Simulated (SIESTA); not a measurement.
Crystal: Zn4TeO3.

```
CELL_PARAMETERS angstrom
3.37098 0.00000 0.00000
0.00000 3.64425 5.17965
0.00000 -3.64425 5.17965
ATOMIC_POSITIONS crystal
Te 0.50000 0.36432 0.36432
Zn 0.00000 0.55264 0.55264
Zn 0.50000 0.52851 0.93788
Zn 0.50000 0.93788 0.52851
Zn 0.00000 0.99498 0.99498
O 0.50000 0.87437 0.87437
O 0.00000 0.87473 0.37256
O 0.00000 0.37256 0.87473
```

The cell comes from a database or a generator and needn't be the stable form of this composition.

```yaml
Program: SIESTA 5.4.2
Task: single point
Functional: PBEsol
Potentials_or_basis: PseudoDojo 0.4 standard (PBEsol files)
Basis: DZP (energy shift 0.003 Ry; two zetas on semicore shells)
Grid_cutoff: 800 Ry
Energy_shift: 0.003 Ry
k_mesh: 8 × 5 × 5
Occupations: fermi-dirac, width 0.05 eV
Spin: no spin polarisation
```

On this cell: pressure -4.5 GPa; largest force 0.158 eV/Å; band gap on the k mesh none (metal or under the smearing width).

The same run follows on a disturbed copy (atoms moved at random, drawn with an rms of 0.05 Å):

```xyz
8
Lattice="3.3710 0.0000 0.0000 0.0000 3.6443 5.1796 0.0000 -3.6443 5.1796" Properties=species:S:1:pos:R:3 pbc="T T T"
Te    1.6658   -0.0572    3.7391
Zn   -0.0034   -0.0493    5.7140
Zn    1.7029   -1.5069    7.5959
Zn    1.6717    1.4773    7.6287
Zn   -0.0041    0.0241   10.2437
O     1.6548   -0.0201    9.0710
O    -0.0064    1.8006    6.4611
O     0.0480   -1.7628    6.5197
```

What does the disturbed cell give?

The energy (extrapolated to zero smearing) moves by +10.2 meV/atom; pressure -3.0 GPa; largest force 1.075 eV/Å; band gap on the k mesh none (metal or under the smearing width).

Forces in eV/Å, atoms in the order of the input:
```
Te   0.093  0.579  0.449
Zn  -0.067  1.003 -0.378
Zn   0.148 -0.121  0.267
Zn   0.034 -0.224 -0.682
Zn  -0.094 -0.275  0.279
O    0.201  0.053 -0.084
O   -0.036 -0.353  0.096
O   -0.278 -0.660  0.054
```

Stress tensor (GPa, compression positive):
```
-1.97  0.06 -0.02
 0.06 -2.85  0.14
-0.02  0.14 -4.30
```

Caveats: short orbitals over semicore shells can move pressures by several GPa; the valence orbitals were made in a potential fitted to the semicore shell under them, which widens gaps by tenths of an eV or more; the basis of atomic orbitals isn't converged, which shifts pressures, moduli and gaps.
